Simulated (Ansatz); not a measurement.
# CH5B2ClO: one species, many methods

An exercise on one series of results from a longer session: the logs are not shown, and one member is left open.

The runs use Ansatz 0.2.0, Gaussian basis; functionals in def2-TZVPP, the program's frozen cores in correlated methods.

The runs, in order: LDA (SPW92), PBE-D4, revPBE-D4, BLYP-D4, r2SCAN-D4, B97M-V, PBE0-D4, B3LYP-D4, r2SCANh-D4, r2SCAN0-D4, HSE06-D4, BHLYP-D4, CAM-B3LYP-D4, LC-ωPBE, ωB97X-V, ωB97M-V, B2PLYP, PBE-QIDH; CCSD(T)/def2-SVP; CCSD(T)/def2-TZVPP; MP2/def2-QZVPP; extrapolation to the limit; RPA on PBE.

### Structure used throughout

All runs share one geometry, relaxed beforehand with PBE0-D4 in a triple-zeta def2 set.

10 atoms, charge 0, spin multiplicity 1.

Atoms are counted from 1 here; the program's logs count them from 0.

Bond lengths: B1–C2 1.537 Å, B1–Cl5 1.803 Å, B1–H6 1.406 Å, B1–H7 1.198 Å, C2–B3 1.526 Å, C2–O4 1.275 Å, B3–H6 1.348 Å, B3–H8 1.203 Å, B3–H9 1.202 Å, O4–H10 0.972 Å. Angles: C2–B1–Cl5 117.4°, C2–B1–H6 90.7°, C2–B1–H7 115.8°, Cl5–B1–H6 106.7°, Cl5–B1–H7 119.1°, H6–B1–H7 99.9°, B1–C2–B3 82.1°, B1–C2–O4 136.7°, B3–C2–O4 141.0°, C2–B3–H6 93.4°, C2–B3–H8 116.0°, C2–B3–H9 115.4°, H6–B3–H8 100.9°, H6–B3–H9 106.6°, H8–B3–H9 119.0°, C2–O4–H10 111.3°, B1–H6–B3 93.8°.

Set-up of the first run:

in.yaml

```yaml
crystal:
  periodic: [false, false, false]
  atoms:
    - {symbol: B, position_ang: [-0.744595, -0.778313, 0.421145]}
    - {symbol: C, position_ang: [0.263279, -0.245998, -0.609937]}
    - {symbol: B, position_ang: [0.197366, 0.993244, 0.278636]}
    - {symbol: O, position_ang: [0.887109, -0.708615, -1.621556]}
    - {symbol: Cl, position_ang: [-0.184142, -2.079373, 1.535994]}
    - {symbol: H, position_ang: [-0.672454, 0.427794, 1.139207]}
    - {symbol: H, position_ang: [-1.895048, -0.751616, 0.087908]}
    - {symbol: H, position_ang: [-0.460298, 1.908190, -0.141501]}
    - {symbol: H, position_ang: [1.194571, 1.232746, 0.904775]}
    - {symbol: H, position_ang: [1.497313, -0.049158, -1.991669]}
basis:
  gaussian: {orbitals: def2-TZVPP}
hamiltonian: {xc: lda}
output: {orbitals: {seedname: orbitals}}
```

Command:

```console
ansatz run in.yaml --threads 4 --pin off --events-out ev --progress --plain --max-ram 10444MiB
```

Steps of the session up to this table: LDA; PBE-D4 (GGA); revPBE-D4 (GGA); BLYP-D4 (GGA); r2SCAN-D4 (meta-GGA); B97M-V (meta-GGA); PBE0-D4 (hybrid); B3LYP-D4 (hybrid); r2SCANh-D4 (hybrid); r2SCAN0-D4 (hybrid); HSE06-D4 (hybrid); BHLYP-D4 (hybrid); CAM-B3LYP-D4 (range-separated); LC-ωPBE (range-separated); ωB97X-V (range-separated); ωB97M-V (range-separated); B2PLYP (double hybrid); PBE-QIDH (double hybrid).

One table of the session follows, with a row left open; its other results are not shown here.

It belongs to the step «Orbital energies across the functionals». 

| functional | HOMO (eV) | LUMO (eV) | gap (eV) |
| --- | --- | --- | --- |
| LDA (SPW92) | -6.51 | -3.82 | 2.69 |
| PBE-D4 | -6.41 | -3.62 | 2.79 |
| revPBE-D4 | -6.36 | -3.55 | 2.82 |
| BLYP-D4 | -6.32 | -3.48 | 2.84 |
| r2SCAN-D4 | -6.70 | -3.44 | 3.26 |
| B97M-V | -6.83 | -3.42 | 3.41 |
| PBE0-D4 | -7.80 | -2.64 | 5.15 |
| B3LYP-D4 | -7.59 | -2.86 | 4.73 |
| r2SCANh-D4 | -7.21 | -3.08 | 4.14 |
| r2SCAN0-D4 | -7.99 | -2.53 | 5.46 |
| HSE06-D4 | ? | ? | ? |
| BHLYP-D4 | -9.13 | -1.45 | 7.68 |
| CAM-B3LYP-D4 | -9.22 | -1.46 | 7.77 |
| LC-ωPBE | -10.58 | -0.32 | 10.26 |
| ωB97X-V | -10.23 | -0.36 | 9.87 |
| ωB97M-V | -10.09 | -0.43 | 9.66 |

**Question.** Estimate the row for HSE06-D4.

**Answer.** HOMO (eV): -7.39; LUMO (eV): -3.03; gap (eV): 4.36. In the column «HOMO (eV)» it lies between B3LYP-D4 (-7.59) and r2SCANh-D4 (-7.21).
